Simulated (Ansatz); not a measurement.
Mg3Te in Ansatz: convergence with smearing width

Input of the first run (smearing width 0.3 eV); the others differ in this setting and in those tied to it:

The input input.yaml:

```yaml
crystal:
  lattice:
    - [-2.13936, 2.13936, 5.282488]
    - [2.13936, -2.13936, 5.282488]
    - [2.13936, 2.13936, -5.282488]
  atoms:
    - { symbol: Te, position: [0.004134, -0.000931, 0.002234] }
    - { symbol: Mg, position: [0.24899, 0.758919, 0.503036] }
    - { symbol: Mg, position: [0.753605, 0.246345, 0.498411] }
    - { symbol: Mg, position: [0.491155, 0.514636, 0.003885] }
hamiltonian:
  xc: pbesol
  pseudopotentials: { kind: paw }
kpoints:
  mp_grid: { grid: [5, 5, 6] }
scf:
  occupations: { method: fermi_dirac, width: 0.3 }
output:
  forces: true
  stress: true
  eigenvalues: true
```

Potentials or basis: Ansatz PAW.

The run is started by

```sh
$ ansatz run input.yaml --threads 2 --pin off --max-ram 5632MiB --backend cpu --events-out ev --progress --plain --runs-dir out
```

The cell isn't the ideal one: atoms moved at random, drawn with an rms of 0.05 Å.

The cell comes from a database or a generator and needn't be the stable form of this composition.

Hardware: 2 threads of Arm Neoverse V2, on a shared host.

```csv
smearing width,"energy less the tightest run, at zero smearing (meV/atom)",pressure (GPa),largest force (eV/Å),SCF cycles,CPU time (s),peak memory (GiB)
0.3 eV,-2.38,-0.60,0.204,7,18,0.42
0.2 eV,-1.29,-0.81,0.204,7,14,0.41
0.15 eV,-0.77,-0.90,0.205,7,14,0.41
0.1 eV,-0.42,-0.98,0.205,7,14,0.41
0.05 eV,-0.18,-1.03,0.206,7,14,0.41
0.025 eV,-0.04,-1.05,0.207,7,14,0.41
0.01 eV,-0.02,-1.06,0.208,6,13,0.41
0.005 eV,0.00,-1.06,0.207,7,14,0.41
```

Against the tightest run, the energy stays within 1 meV/atom from 0.15 eV on; the pressure stays within 0.1 GPa from 0.1 eV on; the largest force stays within 0.005 eV/Å from 0.3 eV on. Narrower smearing needs a denser k mesh, so at a fixed mesh the narrowest width isn't the most accurate. The tightest run that finished is the yardstick and may itself not be fully converged.

Caveat, for the tightest run too: the PAW data sets come from PBE, with cores solved anew for the run's functional, which leaves a small shift of forces and pressure. Spin-orbit coupling is left out, which matters for the levels of Te.
